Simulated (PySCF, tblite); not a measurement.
# C5H14BClN2: geometry, infrared bands and NMR shifts

What infrared bands and NMR shifts should C5H14BClN2 (`C/N=C/CCC[B@@H-]([NH3+])Cl`) show?

The runs use tblite 0.8.0 and PySCF 2.14.0, with density-fitted response routines of our own; the level of theory stands in each step. All values are computed, except where a source is named. Atoms are numbered from 0 throughout.

### Step 1. The starting structure

23 atoms, charge 0, multiplicity 1; geometry from: force field or distance geometry start.

Bonds of the start (Å): C0–N1 1.42, N1–C2 1.28, C2–C3 1.48, C3–C4 1.50, C4–C5 1.50, C5–B6 1.60, B6–N7 1.53, B6–Cl8 1.84, C0–H9 1.11, C0–H10 1.10, C0–H11 1.13, C2–H12 1.08, C3–H13 1.12, C3–H14 1.13, C4–H15 1.10, C4–H16 1.10, C5–H17 1.11, C5–H18 1.12, B6–H19 1.20, N7–H20 1.04, N7–H21 1.05, N7–H22 1.06.

### Step 2. Geometry optimisation with GFN2-xTB

The job: settings as JSON, then the geometry in Å.

```
{"job": {"kind": "relax", "xc": "GFN2-xTB", "basis": "xTB"}, "charge": 0, "multiplicity": 1}
C      3.521100     1.603300    -0.294200
N      2.790100     0.555100     0.325400
C      1.794600    -0.064900    -0.191600
C      1.175200    -1.132600     0.625300
C     -0.193900    -1.508700     0.132100
C     -1.061300    -0.283600     0.185500
B     -2.553400    -0.525300    -0.331600
N     -3.177900     0.871800    -0.399800
Cl    -2.428300    -1.309700    -1.990400
H      4.488500     1.686300     0.242700
H      3.743200     1.299400    -1.328600
H      2.915800     2.552200    -0.231500
H      1.426800     0.217300    -1.166500
H      1.855200    -2.014400     0.540900
H      1.132400    -0.762300     1.694400
H     -0.109800    -1.785800    -0.925100
H     -0.625500    -2.377000     0.658600
H     -1.069100     0.208600     1.178100
H     -0.631200     0.464400    -0.533300
H     -3.138300    -1.241900     0.427100
H     -2.990000     1.247000    -1.353900
H     -4.201500     0.820700    -0.174700
H     -2.667400     1.507300     0.280200
```

Command:

```sh
$ OMP_NUM_THREADS=1 python probes_run.py task.json out
```

One launch serves the whole session: the jobs run in the order shown.

The log of the run:

```text
step      E/eV     max force
  0    -801.55245    2.745
  1    -801.80883    2.872
  2    -801.91603    0.959
  3    -801.97173    0.505
  4    -802.05894    0.437
  5    -802.08202    0.404
  6    -802.12978    0.363
  7    -802.15840    0.433
  8    -802.18670    0.399
  9    -802.20589    0.290
 10    -802.22269    0.236
 11    -802.23450    0.248
 12    -802.24424    0.240
 13    -802.25321    0.206
 14    -802.26214    0.180
 15    -802.27115    0.197
 16    -802.27904    0.164
 17    -802.28457    0.182
 18    -802.28867    0.159
 19    -802.29258    0.126
 20    -802.29669    0.148
 21    -802.30094    0.146
 22    -802.30526    0.166
 23    -802.31022    0.170
 24    -802.31673    0.186
 25    -802.32492    0.232
 26    -802.33314    0.192
 27    -802.33999    0.170
 28    -802.34608    0.208
 29    -802.35157    0.197
 30    -802.35620    0.156
 31    -802.35855    0.378
 32    -802.36222    0.194
 33    -802.36497    0.136
 34    -802.36978    0.126
 35    -802.37112    0.103
 36    -802.37272    0.068
 37    -802.37341    0.048
 38    -802.37405    0.042
 39    -802.37440    0.044
 40    -802.37474    0.046
 41    -802.37513    0.046
 42    -802.37556    0.035
 43    -802.37591    0.035
 44    -802.37620    0.038
 45    -802.37652    0.040
 46    -802.37689    0.040
 47    -802.37728    0.033
 48    -802.37764    0.038
 49    -802.37802    0.041
 50    -802.37853    0.052
 51    -802.37913    0.053
 52    -802.37966    0.050
 53    -802.38008    0.047
 54    -802.38055    0.045
 55    -802.38115    0.045
 56    -802.38181    0.050
 57    -802.38238    0.056
 58    -802.38288    0.063
 59    -802.38349    0.062
 60    -802.38432    0.067
 61    -802.38516    0.066
 62    -802.38574    0.047
 63    -802.38613    0.053
 64    -802.38645    0.047
 65    -802.38676    0.063
 66    -802.38714    0.045
 67    -802.38762    0.033
 68    -802.38794    0.038
 69    -802.38842    0.048
 70    -802.38895    0.049
 71    -802.38949    0.050
 72    -802.38992    0.049
 73    -802.39029    0.057
 74    -802.39068    0.055
 75    -802.39118    0.070
 76    -802.39192    0.075
 77    -802.39243    0.057
 78    -802.39286    0.049
 79    -802.39333    0.043
 80    -802.39385    0.056
 81    -802.39429    0.047
 82    -802.39454    0.063
 83    -802.39483    0.039
 84    -802.39508    0.061
 85    -802.39542    0.058
 86    -802.39581    0.055
 87    -802.39622    0.051
 88    -802.39658    0.048
 89    -802.39687    0.049
 90    -802.39712    0.048
 91    -802.39721    0.060
 92    -802.39750    0.043
 93    -802.39765    0.032
 94    -802.39784    0.030
 95    -802.39793    0.024
 96    -802.39806    0.029
 97    -802.39815    0.021
 98    -802.39824    0.019
 99    -802.39830    0.019
100    -802.39837    0.019
101    -802.39843    0.020
102    -802.39851    0.018
103    -802.39859    0.021
104    -802.39872    0.026
105    -802.39891    0.032
106    -802.39914    0.038
107    -802.39933    0.031
108    -802.39945    0.028
109    -802.39954    0.022
110    -802.39963    0.020
111    -802.39975    0.022
112    -802.39987    0.023
113    -802.39998    0.023
114    -802.40012    0.026
115    -802.40028    0.035
116    -802.40044    0.035
117    -802.40057    0.025
118    -802.40064    0.022
119    -802.40070    0.020
120    -802.40078    0.023
121    -802.40087    0.019
122    -802.40094    0.017
123    -802.40101    0.019
124    -802.40106    0.017
125    -802.40111    0.014
126    -802.40115    0.013
127    -802.40119    0.015
128    -802.40125    0.024
129    -802.40134    0.033
130    -802.40146    0.031
131    -802.40157    0.026
132    -802.40167    0.025
133    -802.40177    0.022
134    -802.40191    0.021
135    -802.40200    0.023
136    -802.40210    0.017
137    -802.40220    0.018
138    -802.40230    0.020
139    -802.40238    0.015
140    -802.40242    0.010
```

It took 2.1 s on 1 thread of Arm Neoverse N1, shared host; peak memory 0.18 GiB.

Relaxation path: (not every step is listed)

```tsv
step	energy from step 0 (eV)	largest force (eV/Å)
0	0.0000	2.7455
1	-0.2564	2.8717
2	-0.3636	0.9589
3	-0.4193	0.5048
4	-0.5065	0.4374
5	-0.5296	0.4042
6	-0.5773	0.3635
7	-0.6060	0.4327
8	-0.6342	0.3995
20	-0.7442	0.1484
32	-0.8098	0.1935
44	-0.8238	0.0377
56	-0.8294	0.0501
68	-0.8355	0.0377
80	-0.8414	0.0559
92	-0.8451	0.0432
104	-0.8463	0.0265
116	-0.8480	0.0348
128	-0.8488	0.0236
135	-0.8496	0.0233
136	-0.8496	0.0173
137	-0.8497	0.0184
138	-0.8498	0.0201
139	-0.8499	0.0151
140	-0.8500	0.0099
```

Distances of close pairs at the start and the end, largest changes first:

```tsv
bond	before (Å)	after (Å)	change (Å)
B6–N7	1.532	1.642	+0.110
N7–H22	1.062	1.016	-0.045
C3–H14	1.132	1.091	-0.042
C0–H11	1.127	1.091	-0.036
N7–H21	1.049	1.017	-0.032
C3–C4	1.503	1.533	+0.030
C5–H18	1.123	1.094	-0.029
C4–C5	1.502	1.530	+0.028
```

The final coordinates are the input of the step that follows.

### Step 3. Harmonic vibrations with GFN2-xTB

The job: settings as JSON, then the geometry in Å.

```
{"job": {"kind": "ir", "xc": "GFN2-xTB", "basis": "xTB"}, "charge": 0, "multiplicity": 1}
C      3.227304     1.684047    -0.458127
N      2.515201     0.767767     0.376323
C      2.044976    -0.292479    -0.102109
C      1.296532    -1.270637     0.733516
C     -0.112342    -1.507225     0.178708
C     -0.978001    -0.246861     0.235463
B     -2.465594    -0.474509    -0.360564
N     -3.216046     0.985457    -0.355307
Cl    -2.444175    -0.847159    -2.175451
H      4.236629     1.795824    -0.059874
H      3.284007     1.368094    -1.509973
H      2.736852     2.656739    -0.397988
H      2.146555    -0.558601    -1.167643
H      1.843384    -2.218137     0.727200
H      1.246542    -0.901526     1.758480
H     -0.039934    -1.842460    -0.858049
H     -0.595729    -2.301967     0.749979
H     -1.032803     0.081037     1.278284
H     -0.449635     0.541256    -0.309394
H     -3.159954    -1.242545     0.215035
H     -2.617608     1.633261    -0.863202
H     -4.096954     0.895290    -0.856390
H     -3.373960     1.322316     0.590281
```

The log of the run:

```text
mode    cm-1     km/mol
  1      25.4      7.25
  2      39.5      7.29
  3      60.6      8.37
  4      98.0      0.46
  5     113.7      0.21
  6     131.5     14.15
  7     183.5      1.26
  8     201.1     13.35
  9     222.2      8.83
 10     263.7     15.11
 11     297.5      1.49
 12     337.9      1.40
 13     356.7      7.50
 14     480.8      0.51
 15     511.4      2.11
 16     514.7      4.53
 17     667.9     50.46
 18     727.8     44.74
 19     743.5     10.06
 20     808.4     35.07
 21     849.3     12.88
 22     896.9      0.76
 23     928.6      4.67
 24     976.0     22.68
 25    1005.4     26.35
 26    1013.1     56.25
 27    1044.0     69.28
 28    1069.9     59.17
 29    1085.2      9.48
 30    1101.7     97.39
 31    1123.5     14.06
 32    1125.9     16.55
 33    1180.7     13.00
 34    1188.4      5.36
 35    1249.4    278.55
 36    1270.1      6.09
 37    1285.2      7.36
 38    1302.8      2.38
 39    1350.9     21.32
 40    1359.7      4.95
 41    1393.0      3.96
 42    1459.3      3.87
 43    1461.3     57.85
 44    1464.4      2.15
 45    1478.5     10.84
 46    1484.0     51.03
 47    1493.6      0.25
 48    1504.5      2.04
 49    1765.1     75.38
 50    2512.9    126.41
 51    2798.2    108.25
 52    2870.8     95.59
 53    2936.4     68.83
 54    2947.0     30.64
 55    2957.9     28.42
 56    2973.8     59.35
 57    2981.3     28.85
 58    2986.9     56.48
 59    2998.0     34.84
 60    3003.7     57.33
 61    3383.4     20.83
 62    3392.1     27.76
 63    3408.8     10.60
```

Run time: 1.8 s. Hardware: 1 thread of Arm Neoverse N1, shared host; peak memory 0.18 GiB.

Which atoms move in the most intense modes:

```tsv
cm⁻¹	km/mol	atoms
1044	69.3	H19 24 %, B6 16 %, C4 12 %, C3 11 %
1102	97.4	H19 31 %, B6 16 %, H17 11 %
1249	278.6	H20 28 %, H21 27 %, H22 26 %, N7 14 %
1765	75.4	C2 54 %, N1 43 %
2513	126.4	H19 93 %
2798	108.2	H12 93 %
2871	95.6	H10 93 %
2936	68.8	H17 62 %, H18 26 %
```

### Step 4. NMR shieldings: PBE0/pcSseg-1

The job, as its differences from that of step 3:

```diff
@@ -1,2 +1,2 @@
-{"job": {"kind": "ir", "xc": "GFN2-xTB", "basis": "xTB"}, "charge": 0, "multiplicity": 1}
+{"job": {"kind": "nmr", "xc": "PBE0", "basis": "pcSseg-1"}, "charge": 0, "multiplicity": 1}
 C      3.227304     1.684047    -0.458127
```

With the program's defaults for keys left out, this is: GIAO PBE0/pcSseg-1 NMR shielding, non-relativistic, gas phase.

The log of the run:

```text
coarse grid: 18944 points
cycle   1  E = -792.8205814698  dE =  8.731e-01  |g| = 5.236e-01  |ddm| = 4.041e+00
cycle   2  E = -792.8118221784  dE =  8.759e-03  |g| = 6.043e-01  |ddm| = 1.318e+00
cycle   3  E = -792.8983907418  dE = -8.657e-02  |g| = 1.341e-01  |ddm| = 6.609e-01
cycle   4  E = -792.9016776540  dE = -3.287e-03  |g| = 5.677e-02  |ddm| = 1.378e-01
cycle   5  E = -792.9023476360  dE = -6.700e-04  |g| = 1.244e-02  |ddm| = 5.090e-02
cycle   6  E = -792.9023842465  dE = -3.661e-05  |g| = 2.925e-03  |ddm| = 1.608e-02
cycle   7  E = -792.9023860103  dE = -1.764e-06  |g| = 6.859e-04  |ddm| = 3.190e-03
final grid: 176192 points
cycle   8  E = -792.9481543424  dE = -6.837e-05  |g| = 1.022e-02  |ddm| = 3.677e-02
cycle   9  E = -792.9481474529  dE =  6.890e-06  |g| = 1.162e-02  |ddm| = 1.981e-02
cycle  10  E = -792.9481797014  dE = -3.225e-05  |g| = 1.216e-03  |ddm| = 1.053e-02
cycle  11  E = -792.9481799550  dE = -2.537e-07  |g| = 5.235e-04  |ddm| = 1.313e-03
cycle  12  E = -792.9481800101  dE = -5.502e-08  |g| = 1.443e-04  |ddm| = 4.462e-04
cycle  13  E = -792.9481800146  dE = -4.508e-09  |g| = 3.323e-05  |ddm| = 1.555e-04
cycle  14  E = -792.9481800148  dE = -2.597e-10  |g| = 6.525e-06  |ddm| = 3.377e-05
converged SCF energy = -792.9481800148

GIAO shielding tensors (ppm)
atom      isotropic    diamagn.    paramagn.     s11        s22        s33       span
  0 C      135.866     246.249    -110.383    107.790    120.612    179.195     71.405
  1 N     -100.489     327.301    -427.789   -432.756   -118.830    250.121    682.876
  2 C       15.543     257.305    -241.762    -80.976     30.501     97.104    178.080
  3 C      142.797     247.601    -104.804    128.344    143.282    156.766     28.422
  4 C      160.429     249.219     -88.791    150.968    160.756    169.562     18.594
  5 C      158.405     253.056     -94.652    147.930    153.404    173.880     25.950
  6 B      106.835     186.778     -79.943     94.752    111.881    113.872     19.120
  7 N      201.277     317.568    -116.292    183.500    198.666    221.664     38.165
  8 Cl     947.351    1149.849    -202.498    855.856    969.184   1017.014    161.159
  9 H       27.896      26.302       1.594     24.784     26.298     32.607      7.822
 10 H       28.683      29.139      -0.456     26.524     27.578     31.947      5.424
 11 H       27.902      29.793      -1.891     25.180     26.805     31.721      6.541
 12 H       23.968      33.184      -9.216     21.694     23.395     26.817      5.123
 13 H       29.198      29.964      -0.766     25.143     27.390     35.062      9.918
 14 H       29.514      32.239      -2.725     26.294     28.294     33.955      7.661
 15 H       29.864      32.998      -3.134     24.181     31.662     33.748      9.567
 16 H       30.168      32.042      -1.873     24.834     29.818     35.853     11.019
 17 H       31.520      35.469      -3.949     26.986     31.430     36.143      9.157
 18 H       31.849      36.468      -4.619     27.365     33.120     35.062      7.697
 19 H       28.469      30.361      -1.891     26.868     26.970     31.570      4.702
 20 H       28.919      31.778      -2.858     24.534     27.115     35.109     10.575
 21 H       28.456      26.694       1.762     22.062     25.766     37.539     15.477
 22 H       28.741      29.515      -0.774     22.345     24.708     39.169     16.824
```

Wall time 83 s (1 thread of Arm Neoverse N1, shared host); peak memory 1.1 GiB.

Shifts follow as δ = σ(reference) − σ, with reference shieldings (ppm) from runs at the same level and on the same kind of geometry: 1H TMS 31.72, 13C TMS 186.9, 15N NH3 267.7, 11B BF3·OEt2 100.1, 35Cl HCl 950. The references are single molecules in the gas phase, so shifts against H2O, NH3, PH3, H3PO4 or CFCl3 are not on the usual liquid scales and can be off by tens of ppm. Atoms listed in one row are averaged.

```tsv
atoms	environment	σ (ppm)	δ (ppm)	δ scaled to CDCl3
C2	C=N carbon	15.5	171.4	165.4
C0	methyl carbon bonded to N	135.9	51.1	47.9
C3	sp3 CH2	142.8	44.1	41.2
C5	sp3 CH2 bonded to B	158.4	28.5	25.9
C4	sp3 CH2	160.4	26.5	23.9
H12	hydrogen on a C=N carbon	23.97	7.75	7.41
H9, H10, H11	hydrogen on a methyl carbon bonded to N	28.16	3.56	3.46
H19	hydrogen on a boron bonded to C, Cl, N	28.47	3.25	–
H20, H21, H22	hydrogen on a donor nitrogen of a Lewis adduct	28.71	3.01	–
H13	hydrogen on an sp3 CH2	29.20	2.52	2.48
H14	hydrogen on an sp3 CH2	29.51	2.20	2.18
H15	hydrogen on an sp3 CH2	29.86	1.85	1.85
H16	hydrogen on an sp3 CH2	30.17	1.55	1.57
H17	hydrogen on an sp3 CH2 bonded to B	31.52	0.20	0.29
H18	hydrogen on an sp3 CH2 bonded to B	31.85	-0.13	-0.02
N1	imine nitrogen	-100.5	368.2	–
N7	donor nitrogen of a Lewis adduct	201.3	66.5	–
B6	boron bonded to C, Cl, N, H	106.8	-6.8	–
Cl8	chlorine bonded to B	947	2	–
```

The scaled column applies a straight-line fit of computed shieldings to shifts measured in CDCl3, with any fitted terms for Cl, Br or S neighbours (root-mean-square error 0.16 ppm for H, 1.9 ppm for C).

Charges from the same density, by scheme (e):

```tsv
atoms	Mulliken	IAO	Hirshfeld	ESP fit
C0	-0.10	-0.30	-0.08	-0.10
N1	-0.41	-0.28	-0.16	-0.53
C2	0.03	0.04	0.05	0.40
C3	-0.15	-0.27	-0.08	-0.36
C4	-0.27	-0.24	-0.07	0.05
C5	-0.42	-0.39	-0.16	-0.30
B6	0.24	-0.02	0.04	0.20
N7	-0.34	-0.43	-0.09	-0.82
Cl8	-0.37	-0.27	-0.20	-0.34
```

Mayer bond orders: C0–N1 1.00, N1–C2 1.92, C2–C3 1.01, C3–C4 1.05, C4–C5 1.04, C5–B6 0.97, B6–N7 0.57, B6–Cl8 0.92.

### Step 5. What came out

| quantity | value |
| --- | --- |
| strongest single infrared mode (GFN2-xTB) | 1249 cm⁻¹, 279 km/mol |
| zero-point energy (GFN2-xTB) | 121.3 kcal/mol |
| 13C shifts against TMS (PBE0/pcSseg-1) | 171.4, 51.1, 44.1, 28.5, 26.5 ppm |
| 1H shifts against TMS (PBE0/pcSseg-1, means over atoms taken as alike) | 7.75, 3.56, 3.25, 3.01, 2.52, 2.20, 1.85, 1.55, 0.20, -0.13 ppm |
| 15N shifts against NH3 (PBE0/pcSseg-1) | 368.2, 66.5 ppm |
| 11B shifts against BF3·OEt2 (PBE0/pcSseg-1) | -6.8 ppm |
| 35Cl shifts against HCl (PBE0/pcSseg-1) | 2 ppm |

In words: Relaxing lowered the energy by 0.850 eV in 140 steps; the close pair that moved most is B6–N7, from 1.532 to 1.642 Å. All 63 modes are real, so the xTB geometry is a minimum. The strongest single mode, at 1249 cm⁻¹, moves mainly H20, H21 and H22. GFN2-xTB is a fitted tight-binding method: band positions and strengths are rough. Its intensities can rank the bands wrongly. At PBE0/pcSseg-1: The largest span, 683 ppm, is at N1, where the paramagnetic term is -428 ppm.
